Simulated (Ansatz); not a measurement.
# C₂H₈AlFO: one species, many methods

One table from this session's results is given with a row withheld; the runs are named, their logs left out.

Method: functionals in def2-TZVPP, the program's frozen cores in correlated methods; program: Ansatz 0.2.0, Gaussian basis.

Plan: LDA (SPW92), PBE-D4, revPBE-D4, BLYP-D4, r2SCAN-D4, B97M-V, PBE0-D4, B3LYP-D4, r2SCANh-D4, r2SCAN0-D4, HSE06-D4, BHLYP-D4, CAM-B3LYP-D4, LC-ωPBE, ωB97X-V, ωB97M-V, B2PLYP, PBE-QIDH; CCSD(T)/def2-SVP; CCSD(T)/def2-TZVPP; MP2/def2-QZVPP; extrapolation to the limit; RPA on PBE.

**The relaxed structure**

An earlier PBE0-D4 in a triple-zeta def2 set relaxation fixed the geometry.

SMILES `[CH3][Al-]([CH3])([OH2+])[F]`, 13 atoms, charge 0, spin multiplicity 1.

Atoms are counted from 1 here; the program's logs count them from 0.

Bond lengths: C1–Al2 1.951 Å, C1–H6 1.095 Å, C1–H7 1.094 Å, C1–H8 1.095 Å, Al2–C3 1.961 Å, Al2–O4 2.023 Å, Al2–F5 1.691 Å, C3–H9 1.095 Å, C3–H10 1.096 Å, C3–H11 1.095 Å, O4–H12 0.963 Å, O4–H13 0.968 Å. Angles: Al2–C1–H6 112.0°, Al2–C1–H7 112.1°, Al2–C1–H8 111.3°, H6–C1–H7 107.5°, H6–C1–H8 106.7°, H7–C1–H8 106.9°, C1–Al2–C3 122.5°, C1–Al2–O4 105.3°, C1–Al2–F5 115.6°, C3–Al2–O4 100.6°, C3–Al2–F5 115.6°, O4–Al2–F5 88.4°, Al2–C3–H9 113.1°, Al2–C3–H10 112.4°, Al2–C3–H11 110.8°, H9–C3–H10 107.7°, H9–C3–H11 106.3°, H10–C3–H11 106.0° and more.

Coordinates:

| atom | x (Å) | y (Å) | z (Å) |
| --- | --- | --- | --- |
| C1 | -1.7259 | 0.2183 | -0.8756 |
| Al2 | 0.1657 | 0.1817 | -0.3988 |
| C3 | 1.0550 | -1.4395 | 0.2557 |
| O4 | 0.3312 | 1.3784 | 1.2244 |
| F5 | 1.1516 | 1.2678 | -1.2398 |
| H6 | -2.3502 | -0.2553 | -0.1109 |
| H7 | -2.0953 | 1.2386 | -1.0166 |
| H8 | -1.9112 | -0.3194 | -1.8114 |
| H9 | 2.0870 | -1.2637 | 0.5781 |
| H10 | 0.5188 | -1.9023 | 1.0923 |
| H11 | 1.1035 | -2.2004 | -0.5305 |
| H12 | 0.7985 | 0.9701 | 1.9613 |
| H13 | 0.8919 | 2.0911 | 0.8866 |

Set-up of the first run:

Contents of in.yaml:

```yaml
crystal:
  periodic: [false, false, false]
  atoms:
    - {symbol: C, position_ang: [-1.725929, 0.218294, -0.875590]}
    - {symbol: Al, position_ang: [0.165670, 0.181650, -0.398764]}
    - {symbol: C, position_ang: [1.054974, -1.439487, 0.255733]}
    - {symbol: O, position_ang: [0.331169, 1.378405, 1.224386]}
    - {symbol: F, position_ang: [1.151600, 1.267846, -1.239799]}
    - {symbol: H, position_ang: [-2.350230, -0.255330, -0.110886]}
    - {symbol: H, position_ang: [-2.095292, 1.238585, -1.016636]}
    - {symbol: H, position_ang: [-1.911248, -0.319396, -1.811372]}
    - {symbol: H, position_ang: [2.086977, -1.263742, 0.578126]}
    - {symbol: H, position_ang: [0.518785, -1.902280, 1.092271]}
    - {symbol: H, position_ang: [1.103463, -2.200431, -0.530498]}
    - {symbol: H, position_ang: [0.798461, 0.970075, 1.961253]}
    - {symbol: H, position_ang: [0.891900, 2.091113, 0.886575]}
basis:
  gaussian: {orbitals: def2-TZVPP}
hamiltonian: {xc: lda}
output: {orbitals: {seedname: orbitals}}
```

Launch:

```
> ansatz run in.yaml --threads 4 --pin off --events-out ev --progress --plain --max-ram 10444MiB
```

Steps of the session up to this table: LDA; PBE-D4 (GGA); revPBE-D4 (GGA); BLYP-D4 (GGA); r2SCAN-D4 (meta-GGA); B97M-V (meta-GGA); PBE0-D4 (hybrid); B3LYP-D4 (hybrid); r2SCANh-D4 (hybrid); r2SCAN0-D4 (hybrid); HSE06-D4 (hybrid); BHLYP-D4 (hybrid); CAM-B3LYP-D4 (range-separated); LC-ωPBE (range-separated); ωB97X-V (range-separated); ωB97M-V (range-separated); B2PLYP (double hybrid); PBE-QIDH (double hybrid).

One of the session's tables, all rows but one given; the rest of the session is left out.

It belongs to the step «Frontier levels by functional». 

| functional | HOMO (eV) | gap (eV) |
| --- | --- | --- |
| LDA (SPW92) | -6.06 | 4.74 |
| PBE-D4 | -5.92 | 4.73 |
| revPBE-D4 | -5.86 | 4.75 |
| BLYP-D4 | -5.80 | 4.54 |
| r2SCAN-D4 | -6.18 | 5.69 |
| B97M-V | -6.26 | 5.31 |
| PBE0-D4 | -7.22 | 6.92 |
| B3LYP-D4 | -7.01 | 6.29 |
| r2SCANh-D4 | -6.67 | 6.44 |
| r2SCAN0-D4 | -7.40 | 7.55 |
| HSE06-D4 | ? | ? |
| BHLYP-D4 | -8.45 | 8.74 |
| CAM-B3LYP-D4 | -8.62 | 9.05 |
| LC-ωPBE | -9.99 | 11.83 |
| ωB97X-V | -9.62 | 11.23 |
| ωB97M-V | -9.47 | 10.62 |

Q: Estimate the row for HSE06-D4 from the others.

**Answer.** HOMO (eV): -6.82; gap (eV): 6.15. In the column «HOMO (eV)» it lies between B3LYP-D4 (-7.01) and r2SCANh-D4 (-6.67).
